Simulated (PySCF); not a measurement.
# KLi⁺ with other numerical set-ups

Aim: see how much the energy and properties of KLi⁺ depend on the numerical set-up.

Method: method and basis as typed in the scripts; program: PySCF 2.14.0.

2 further runs of the same task are left out: 2 that didn't finish.

### 1 Starting geometry

KLi⁺: 2 atoms, charge 1, spin multiplicity 2.

No contacts short enough for the rule that draws bonds.

### 2 The base run

Input file input.py:

```python
from pyscf import gto, scf
from pyscf.hessian import thermo

mol = gto.M(
    atom='K 0 0 0; Li 0 0 3.497',
    basis='6-31g*',
    charge=1,
    spin=1,
    symmetry=True,
    verbose=4,
)
mf = scf.UHF(mol)
mf = mf.density_fit(auxbasis='def2-universal-jkfit')
mf.kernel()
hess = mf.Hessian().kernel()
print('wavenumber (cm^-1) =', thermo.harmonic_analysis(mol, hess)['freq_wavenumber'].round(1))
mf.dip_moment()
print('orbital energies (hartree):', [e[max(0, n-3):n+3].round(4) for e, n in zip(mf.mo_energy, mol.nelec)])
```

Started as:

```sh
$ OMP_NUM_THREADS=1 python input.py
```

Its log is not repeated here.

In short: E(SCF) = -606.416902 Eh, 9 cycles, ⟨S²⟩ = 0.750, wavenumbers 215 cm⁻¹.

The bond length is a typed value, not an optimised one, so the wavenumber is not that of the minimum. The dipole of an ion depends on the origin.

### 3 Ano-rcc-vdzp (X2C on)

Edit 1 changes basis set: 6-31g* → ano-rcc-vdzp; spin-free X2C: off → on.

Input file input.py:

```python
from pyscf import gto, scf
from pyscf.hessian import thermo

mol = gto.M(
    atom='K 0 0 0; Li 0 0 3.497',
    basis='ano-rcc-vdzp',
    charge=1,
    spin=1,
    symmetry=True,
    verbose=4,
)
mf = scf.UHF(mol)
mf = mf.sfx2c1e()
mf = mf.density_fit(auxbasis='def2-universal-jkfit')
mf.kernel()
hess = mf.Hessian().kernel()
print('wavenumber (cm^-1) =', thermo.harmonic_analysis(mol, hess)['freq_wavenumber'].round(1))
mf.dip_moment()
print('orbital energies (hartree):', [e[max(0, n-3):n+3].round(4) for e, n in zip(mf.mo_energy, mol.nelec)])
```

Started as:

```sh
$ OMP_NUM_THREADS=1 python input.py
```

### 4 Def2-tzvp

Edit 2 changes basis set: 6-31g* → def2-tzvp.

input.py, as its differences from that of step 2:

```diff
@@ -5,3 +5,3 @@
     atom='K 0 0 0; Li 0 0 3.497',
-    basis='6-31g*',
+    basis='def2-tzvp',
     charge=1,
```

Before running it: what results should come out? Wanted: for each run, E(SCF); from base; gap, α spin; after the SCF.

**Answer**, as computed:

```tsv
run	E(SCF) (hartree)	from base (eV)	cycles	gap, α spin (eV)	functions	after the SCF
base	-606.416902	0	9	6.67	36	highest mode 215 cm⁻¹
ano-rcc-vdzp (X2C on)	-608.756691	not comparable	10	6.65	36	highest mode 214 cm⁻¹
def2-tzvp	-606.451911	-0.9526	9	6.66	47	highest mode 211 cm⁻¹
```

**Reading.** def2-tzvp (47 functions) gives an energy 0.95 eV lower than 6-31g* (36).
